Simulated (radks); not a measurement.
**Al⁴⁺ in [He] 2s2 2p5: an all-electron calculation**

Wanted: eigenvalues, radial structure and energy terms of the aluminium ion Al4+.

The numbers are computed with radks (a radial shooting solver on a logarithmic mesh, Libxc functionals) version 1 (scalar-relativistic Kohn-Sham, PBEsol, spin-polarised, spherical densities, point nucleus; open shells are filled with parallel spins first), except any that are marked as measured or tabulated.

**1. The atom as given**

- element: aluminium (Z = 13)
- charge: +4
- electrons: 9
- configuration: [He] 2s2 2p5

Outer shells as boxes (Hund's rule):

Al⁴⁺
```
[He] core
2s [↑↓]
2p [↑↓][↑↓][↑ ]
```

**2. The run**

Settings of this run:

```text
Z 13
configuration [He] 2s2 2p5
relativity scalar-relativistic
functional pbe_sol,pbe_sol
spin polarised
nucleus point
c 137.035999084
```

Q: Predict the outcome of this run.

As calculated:

```
                        quantity                      value
                    total energy         -235.83051 hartree
exchange-correlation share of it                     6.84 %
                            −T/E                     1.0020
          highest occupied level        2p down, -136.75 eV
    most extended occupied level  2s down, <r> = 0.606 bohr
 radius at density 0.001 e/bohr³                  1.84 bohr
    maxima of the radial density                          2
         ionisation energy, NIST      153.83 (semi-emp.) eV
```

What this shows: The radial density shows 2 maxima for 2 occupied principal shells. −T/E is 1.002: with relativity the kinetic term as defined here no longer equals −E. Minus the highest eigenvalue, 136.75 eV, is 89 % of the tabulated ionisation energy (153.83 eV); the potential of a semilocal functional falls off too fast, so its top eigenvalue is too shallow. Open shells are spherical and high-spin; term and fine-structure splittings are not resolved.
